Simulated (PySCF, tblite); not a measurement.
# C₆H₉OS+: geometry, infrared bands and NMR shifts

What infrared bands and NMR shifts should C₆H₉OS+ (`CC[C@H](C#[O+])C(C)=S`) show?

The runs use tblite 0.8.0 and PySCF 2.14.0, with density-fitted response routines of our own; the level of theory stands in each step. All values are computed, except where a source is named. Atoms count from 0, in the outputs and in this text.

**1. Starting geometry**

17 atoms, charge 1, multiplicity 1; geometry from: force field or distance geometry start.

Bonds of the start (Å): C0–C1 1.54, C1–C2 1.48, C2–C3 1.50, C3–O4 1.11, C2–C5 1.51, C5–C6 1.49, C5–S7 1.44, C0–H8 1.11, C0–H9 1.11, C0–H10 1.11, C1–H11 1.10, C1–H12 1.11, C2–H13 1.11, C6–H14 1.11, C6–H15 1.08, C6–H16 1.11.

**2. Optimising the geometry with GFN2-xTB**

Job settings and geometry (Å):

```
{"job": {"kind": "relax", "xc": "GFN2-xTB", "basis": "xTB"}, "charge": 1, "multiplicity": 1}
C      1.952300    -0.915000     0.515500
C      1.362700     0.487300     0.265200
C      0.097200     0.442100    -0.501700
C     -0.443500     1.820500    -0.729600
O     -0.826300     2.847500    -0.879800
C     -0.974100    -0.283600     0.280300
C     -2.334100    -0.433900    -0.317500
S     -0.678100    -0.818200     1.584800
H      1.453900    -1.653700    -0.140300
H      1.850100    -1.204300     1.585200
H      3.032400    -0.827500     0.288400
H      2.110500     1.042700    -0.316900
H      1.197000     1.006600     1.234200
H      0.257500    -0.059000    -1.481700
H     -3.134400    -0.062300     0.362600
H     -2.369800     0.125000    -1.245700
H     -2.560400    -1.502300    -0.512700
```

Launch:

```bash
$ OMP_NUM_THREADS=1 python probes_run.py task.json out
```

One launch serves the whole session: the jobs run in the order shown.

**Question.** This job is followed by: GFN2-xTB harmonic vibrations, gas phase; GIAO PBE0/pcSseg-1 NMR shielding, non-relativistic, gas phase. What will the session give for the following? strongest single infrared mode (GFN2-xTB); zero-point energy (GFN2-xTB); 13C shifts against TMS (PBE0/pcSseg-1); 1H shifts against TMS (PBE0/pcSseg-1, means over atoms taken as alike); 17O shifts against H2O (PBE0/pcSseg-1); 33S shifts against CS2 (PBE0/pcSseg-1).

The runs gave:

| quantity | value |
| --- | --- |
| strongest single infrared mode (GFN2-xTB) | 2244 cm⁻¹, 1690 km/mol |
| zero-point energy (GFN2-xTB) | 83.6 kcal/mol |
| 13C shifts against TMS (PBE0/pcSseg-1) | 223.2, 163.3, 48.6, 44.1, 37.7, 16.6 ppm |
| 1H shifts against TMS (PBE0/pcSseg-1, means over atoms taken as alike) | 4.85, 3.65, 3.49, 3.16, 1.53 ppm |
| 17O shifts against H2O (PBE0/pcSseg-1) | 364.4 ppm |
| 33S shifts against CS2 (PBE0/pcSseg-1) | 1192 ppm |

The optimisation took 139 steps and gained 1.656 eV; among the close pairs (by a distance rule), C5–S7 changed most, from 1.441 to 1.596 Å. No mode is imaginary among the 45: a minimum at this level. The strongest single mode, at 2244 cm⁻¹, moves mainly C3. GFN2-xTB is a fitted tight-binding method: band positions and strengths are rough. Its intensities can rank the bands wrongly. At PBE0/pcSseg-1: Shielding is most anisotropic at S7 (span 2860 ppm, paramagnetic term -1745 ppm).
